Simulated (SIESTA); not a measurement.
## HPbNO4 under changes of volume

One of the cells (18.003 Å³/atom); the others are scaled copies at fixed shape and fractional positions:

```
CELL_PARAMETERS angstrom
3.87956 0.14479 0.09072
-0.25488 5.56358 0.16580
-0.48516 -1.93996 5.75813
ATOMIC_POSITIONS crystal
H 0.10913 0.65718 0.54463
Pb 0.61029 0.52127 0.15100
N 0.91580 0.96263 0.95867
O 0.01384 0.13639 0.88084
O 0.72398 0.01057 0.12858
O 0.00389 0.73732 0.87043
O 0.11927 0.59324 0.37651
```

The cell was built by a generator and needn't be a form met in nature.

- Program: SIESTA 5.4.2
- Functional: PBE
- Potentials or basis: PseudoDojo 0.4 standard (PBE files)
- Basis: DZP (energy shift 0.003 Ry; two zetas on semicore shells)
- Grid cutoff: 800 Ry
- Energy shift: 0.003 Ry
- k mesh: 7 × 5 × 5
- Occupations: fermi-dirac, width 0.05 eV
- Spin: no spin polarisation

| volume (Å³/atom) | energy over the lowest point (meV/atom) | pressure (GPa) | gap on the mesh (eV) | largest force (eV/Å) |
| --- | --- | --- | --- | --- |
| 16.591 | 37.48 | 8.2 | 3.21 | 3.346 |
| 16.944 | 21.82 | 6.1 | 3.19 | 2.641 |
| 17.297 | 10.65 | 4.1 | 3.17 | 1.980 |
| 18.003 | 0.13 | 0.8 | 3.13 | 0.793 |
| 18.356 | 0.00 | -0.6 | 3.11 | 0.280 |
| 18.709 | ? | ? | ? | ? |

Question: What does the run at 18.709 Å³/atom give?

Answer: Energy over the lowest point 2.85 meV/atom; pressure -1.9 GPa; gap on the mesh 3.08 eV; largest force 0.250 eV/Å.

Worked out: A Birch-Murnaghan fit of order 3 (a polynomial in V^(-2/3)) to the other rows has its minimum at 18.19 Å³/atom with B0 = V·E''(V) = 73 GPa and B' = 4.3 at fixed shape and positions, which overstates the stiffness. It gives 2.86 meV/atom at 18.709 Å³/atom, against the run's 2.85, and -dE/dV = -1.9 GPa, against -1.9. A straight line through the other rows of the gap, of slope -0.99 eV per unit of ln V, extrapolates to 3.09 eV, against the run's 3.08.

Energies are extrapolated to zero smearing.

Caveats: spin-orbit coupling is left out, which as a rule narrows the gap of such compounds by several tenths of an eV; an odd mesh through Γ misses points on the zone boundary, where band edges often lie; the basis of atomic orbitals isn't converged, which shifts pressures, moduli and gaps; forces of over 1 eV/Å show positions far from the minimum, so gaps and moduli don't describe the material at rest (some runs).
